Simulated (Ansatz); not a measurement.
This was printed by a script on Ansatz's Python interface, for a single point from a YAML input of NaLi2MoF6, space group Fm-3m. What did the script look like? Level of theory: LDA, PAW, the default cutoff (420 eV here), 5×5×5 k-points, Fermi-Dirac smearing of 0.05 eV.

Contents of `input.yaml`:
```yaml
crystal:
  lattice:
    - [0.0, 4.221368, 4.221368]
    - [4.221368, 0.0, 4.221368]
    - [4.221368, 4.221368, 0.0]
  atoms:
    - { symbol: Na, position: [0.5, 0.5, 0.5] }
    - { symbol: Li, position: [0.25, 0.25, 0.25] }
    - { symbol: Li, position: [0.75, 0.75, 0.75] }
    - { symbol: Mo, position: [0.0, 0.0, 0.0] }
    - { symbol: F, position: [0.243212, 0.243212, 0.756788] }
    - { symbol: F, position: [0.243212, 0.756788, 0.756788] }
    - { symbol: F, position: [0.756788, 0.756788, 0.243212] }
    - { symbol: F, position: [0.243212, 0.756788, 0.243212] }
    - { symbol: F, position: [0.756788, 0.243212, 0.756788] }
    - { symbol: F, position: [0.756788, 0.243212, 0.243212] }
kpoints:
  mp_grid: { grid: [5, 5, 5] }
hamiltonian:
  xc: lda
scf:
  occupations: { method: fermi_dirac, width: 0.05 }
output:
  stress: true
  eigenvalues: true
```

```console
$ python nali2mof6_yaml_run.py
DeckWarning: basis.ecutwfc = 420 eV, auto-derived from the records' recommended cutoffs: set by Na (normal level)
F of the NaLi2MoF6 cell: -11480.171951 eV = -843.777083 Ry = -421.888541 Ha
Fermi level 5.1773 eV, 10 k-points, 48 symmetry operations
pressure -6.557 GPa
stress tensor, GPa, positive in compression
[[-6.557  0.     0.   ]
 [ 0.    -6.557  0.   ]
 [ 0.     0.    -6.557]]
energy terms (eV)
  e_band                           -946.22878
  e_kinetic                        1826.88155
  e_local                         -7678.01031
  e_nonlocal                        654.71958
  e_hartree                        2882.63351
  e_xc                             -703.89359
  e_vxc                            -904.10558
  e_paw                           -4495.03552
  e_vpaw                           -610.99098
  e_augmentation_tail                 0.01212
  e_ewald                         -3968.58336
  e_core_change                       1.29322
  e_smearing                         -0.18915
```
(Warnings from the package without file and line, repeats left out.)

The script that was run (others could print the same):

`nali2mof6_yaml_run.py`
```python
"""NaLi2MoF6 from YAML text."""

import ansatz as az
import numpy as np


def main() -> None:
    planned = az.Session.from_deck("input.yaml").plan(threads=1, pin="off")
    result = planned.execute()
    summary = result.report

    energy = summary["free_energy_ev"]
    print("F of the NaLi2MoF6 cell: {:.6f} eV = {:.6f} Ry = {:.6f} Ha".format(energy, energy / 13.605693, energy / 27.211386))
    print("Fermi level {:.4f} eV, {} k-points, {} symmetry operations".format(summary["fermi_energy_ev"], summary["n_kpoints"], summary["n_symmetry_ops"]))

    # the stress is positive in compression
    stress = np.array(summary["stress_gpa"])
    print(f"pressure {np.trace(stress) / 3:.3f} GPa")
    print("stress tensor, GPa, positive in compression")
    print(np.round(stress, 3) + 0.0)

    print("energy terms (eV)")
    for term, value in summary["components"].items():
        if abs(value) > 1e-9:
            print(f"  {term:26s} {value:16.5f}")


if __name__ == "__main__":
    main()
```

Caveats:
- Total energies depend on the potentials; only differences at equal settings carry meaning. A total without «per atom» is that of the cell as typed.
- The cell holds an odd number of electrons and is run without spin, so a magnetic state may lie lower.
- The energy terms are those on the plane-wave grid, with the one-centre PAW part apart; e_band, e_vxc and e_vpaw aren't summands of the total.
- For a metal this k-point mesh is coarse: on a finer one energies can move by several to tens of meV an atom and pressures by half a GPa or more, differences at one mesh by less.
- An absolute Fermi energy rests on an arbitrary zero of the periodic potential and has no direct meaning.
- At these settings the cell as given stands under about -7 GPa, so it isn't at this functional's equilibrium volume.
- This cell is a computed structure, which may not be the phase found in nature.
- Gaps and levels are Kohn-Sham values on a finite set of k-points, without spin-orbit coupling.
- Wall time of the script: 10 s on 1 thread of Arm Neoverse N1, with other jobs on the host, peak memory 0.45 GiB.
